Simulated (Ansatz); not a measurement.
**Te (bcc type): how the settings move a single-point run**

How sensitive is a single-point run of Te (bcc type) to its settings? A reference run comes first, then one run with altered input.

Computed with Ansatz 0.2.0 (reference: DFT, PBEsol, PAW with Ansatz's default frozen-core files, scalar-relativistic, unless a step's input says otherwise).

## 1. Starting point

Symmetry: Im-3m, No. 229, cubic system. Conventional cell: a = 3.583 Å, b = 3.583 Å, c = 3.583 Å, α = 90.00°, β = 90.00°, γ = 90.00°. Te (site symmetry m-3m) has 8 Te at 3.10 Å in its first shell of neighbours.

Coordinates:

```
Te
1.0
    -1.79154    1.79154    1.79154
     1.79154   -1.79154    1.79154
     1.79154    1.79154   -1.79154
Te
1
Direct
  0.00000 0.00000 0.00000
```

## 2. Baseline

The input, input.yaml:

```yaml
crystal:
  lattice:
    - [-1.791538581, 1.791538581, 1.791538581]
    - [1.791538581, -1.791538581, 1.791538581]
    - [1.791538581, 1.791538581, -1.791538581]
  atoms:
    - { symbol: Te, position: [0.0, 0.0, 0.0] }
kpoints:
  mp_grid: { grid: [15, 15, 15] }
scf:
  occupations: { method: fermi_dirac, width: 0.05 }
hamiltonian:
  xc: pbesol
  pseudopotentials: { kind: paw }
output:
  forces: true
  stress: true
  eigenvalues: true
  populations: true
```

Command:

```console
$ ansatz run input.yaml --threads 1 --pin off --max-ram 2048MiB --backend cpu --events-out ev --progress --plain --runs-dir out
```

## 3. Variant: n_extra_bands 1

input.yaml, as its differences from that of step 2:

```diff
@@ -11,2 +11,3 @@
   occupations: { method: fermi_dirac, width: 0.05 }
+  n_extra_bands: 1
 hamiltonian:
```

What does the calculation give? Wanted: for each run, ending; energy change; pressure; gap; force.

As calculated:

| run | ending | energy change | pressure (GPa) | gap (eV) | force (eV/Å) | cycles | time |
| --- | --- | --- | --- | --- | --- | --- | --- |
| reference | converged | 0 | 15.3 | 0.00 | 0.00 | 6 | 3.1 s |
| 1: n_extra_bands 1 | converged | 0.0 meV/atom | 15.3 | 0.00 | 0.00 | 6 | 2.6 s |

Residual by cycle in the longest SCF loop of each run; runs are numbered as in the table. The quantity is the density residual dr2, in eV.

```
cycle  reference   run 1
    1     3.9e-4  4.1e-4
    2     1.5e-4  1.4e-4
    3     9.9e-6  2.9e-6
    4     1.1e-6  6.7e-6
    5     1.2e-8  3.3e-7
    6    1.6e-10  6.6e-9
```

**Reading.** Energy and cycle count are those of the reference, so the change (band count) left the result and the number of cycles as they were. Semilocal functionals close small gaps, and spin-orbit coupling, left out here, moves these band edges, so the missing gap need not be the real solid's. The structure is not at rest: the sound run finds 15 GPa, so these are no properties of the relaxed crystal. 
